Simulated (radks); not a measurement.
# Ca⁺ in [Ne] 3s2 3p5.75 4s1 3d0.25: an all-electron calculation

One table from this session's results is given with a row withheld; the runs are named, their logs left out.

Program: radks (a radial shooting solver on a logarithmic mesh, Libxc functionals) version 1. Level of theory: scalar-relativistic Kohn-Sham, MS2 meta-GGA, spin-unpolarised, spherical densities, finite nucleus. These are calculated values, not measurements, unless marked.

## Starting point

```
element            : calcium (Z = 20)
charge             : +1
electrons          : 19
configuration      : [Ne] 3s2 3p5.75 4s1 3d0.25
nuclear rms radius : 3.4776 fm
```

The first run:

Settings of this run:

```text
Z 20
configuration [Ne] 3s2 3p5.75 4s1 3d0.25 4p0 5s0
relativity scalar-relativistic
functional ms2,regtpss
spin unpolarised
nucleus finite rms 3.4776 fm
c 137.035999084
```

One of the session's tables, all rows but one given; the rest of the session is left out.

It belongs to the step «Radial structure». Radial moments (bohr):

| level | <r> | outermost maximum (interpolated) | 90 % within | nodes |
| --- | --- | --- | --- | --- |
| 1s | ? | ? | ? | ? |
| 2s | 0.3623 | 0.299 | 0.563 | 1 |
| 2p | 0.3274 | 0.247 | 0.539 | 0 |
| 3s | 1.151 | 0.995 | 1.72 | 2 |
| 3p | 1.260 | 1.05 | 1.94 | 1 |
| 4s | 3.652 | 3.19 | 5.33 | 3 |
| 3d | 1.981 | 1.23 | 3.49 | 0 |
| 4p | 4.360 | 3.82 | 6.42 | 2 |

Estimate the missing values for 1s.

As computed: <r>: 0.07676; outermost maximum (interpolated): 0.0503; 90 % within: 0.137; nodes: 0. In the column «<r>» it is the lowest.
